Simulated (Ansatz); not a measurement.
# GaBGeH (doublet): wave-function methods side by side at a displaced geometry (v1), cc-pVDZ

One table from this session's results is given with a row withheld; the runs are named, their logs left out.

Program: Ansatz 0.2.0, Gaussian basis. Level of theory: cc-pVDZ, core rule «outside noble gas», up to 29 orbitals frozen. These are calculated values, not measurements.

The runs, in order: UHF; CCSD(T) on ROHF; CCSD(T) on UHF; BCCD(T) on ROHF; CISD as a restricted active space (open shells left free, so some higher excitations enter); CCSDT(Q) on ROHF; CCSDT(Q) on UHF; CASSCF and MRCISD+Q, 9 electrons in 9 orbitals; CASSCF and NEVPT2, 9 electrons in 9 orbitals.

30 further runs of the same task are left out: 1 for a known fault of the program, 17 that didn't finish, 12 set aside as unsound or not needed. Runs told in other sessions of the task aren't counted.

## The geometry

The geometry is a PBE0/def2-TZVP stationary point (not a proven minimum) with its atoms shifted at random (size 0.040 Å). No spin-orbit coupling is included. The filled d shell of Ge, Ga may be among the frozen orbitals whatever the setting's name suggests.

4 atoms, charge 0, spin multiplicity 2.

Atoms are counted from 1 here; the program's logs count them from 0.

Bond lengths: B1–Ge2 1.914 Å, B1–Ga3 2.275 Å, B1–H4 1.183 Å, Ge2–Ga3 2.498 Å. Angles: Ge2–B1–Ga3 72.6°, Ge2–B1–H4 174.8°, Ga3–B1–H4 111.8°, B1–Ge2–Ga3 60.4°, B1–Ga3–Ge2 47.0°.

As a file:

```xyz
4

B    -0.02056    1.51544    0.32930
Ge   -0.02139   -0.19031    1.19791
Ga    0.02657   -0.07440   -1.29728
H    -0.07620    2.60682   -0.12474
```

Set-up of the first run:

Input file in.yaml:

```yaml
crystal:
  periodic: [false, false, false]
  atoms:
    - {symbol: B, position_ang: [-0.020557, 1.515435, 0.329304]}
    - {symbol: Ge, position_ang: [-0.021390, -0.190306, 1.197906]}
    - {symbol: Ga, position_ang: [0.026574, -0.074396, -1.297280]}
    - {symbol: H, position_ang: [-0.076203, 2.606816, -0.124744]}
basis:
  gaussian: {orbitals: cc-pVDZ}
magnetization: {spin_polarized: true, initial_magnetization: 1}
hamiltonian: {xc: hf}
output: {orbitals: {seedname: orbitals}}
```

The run is started by

```
ansatz run in.yaml --threads 1 --pin off --events-out ev --progress --plain --max-ram 2393MiB
```

Steps of the session up to this table: UHF; CCSD(T) on ROHF; CCSD(T) on UHF; BCCD(T) on ROHF; CISD as a restricted active space (open shells left free, so some higher excitations enter); CCSDT(Q) on ROHF; CCSDT(Q) on UHF; CASSCF and MRCISD+Q, 9 electrons in 9 orbitals; CASSCF and NEVPT2, 9 electrons in 9 orbitals.

One of the session's tables, all rows but one given; the rest of the session is left out.

It belongs to the step «Misses and costs». 

```
           method  from UCCSDT(Q) (kJ/mol)
             ROHF                   +685.0
              UHF                   +670.1
             RMP2                   +115.3
             UMP2                   +122.3
            RCCSD                    +47.9
            UCCSD                    +46.6
         RCCSD(T)                     +7.7
         UCCSD(T)                     +7.9
          BCCD(T)                     +7.6
           RCCSDT                     +4.4
           UCCSDT                     +3.9
        RCCSDT(Q)                     +0.6
        UCCSDT(Q)                        0
  CASSCF frontier                   +461.4
  NEVPT2 frontier                        ?
  MRCISD frontier                    +49.8
MRCISD+Q frontier                     +5.5
```

Q: Estimate the row for NEVPT2 frontier from the others.

The run gave: from UCCSDT(Q) (kJ/mol): +111.1. In the column «from UCCSDT(Q) (kJ/mol)» it lies between MRCISD frontier (+49.8) and RMP2 (+115.3).

Not comparable, so not listed: CISD as a restricted active space (open shells left free, so some higher excitations enter) (they don't share determinant, frozen orbitals or solution with the rows shown, or repeat one).

To keep in mind: Restricted and unrestricted rows rest on different reference determinants; a gap between their highest levels can come from leftover correlation error, from unlike frozen cores or from another state.
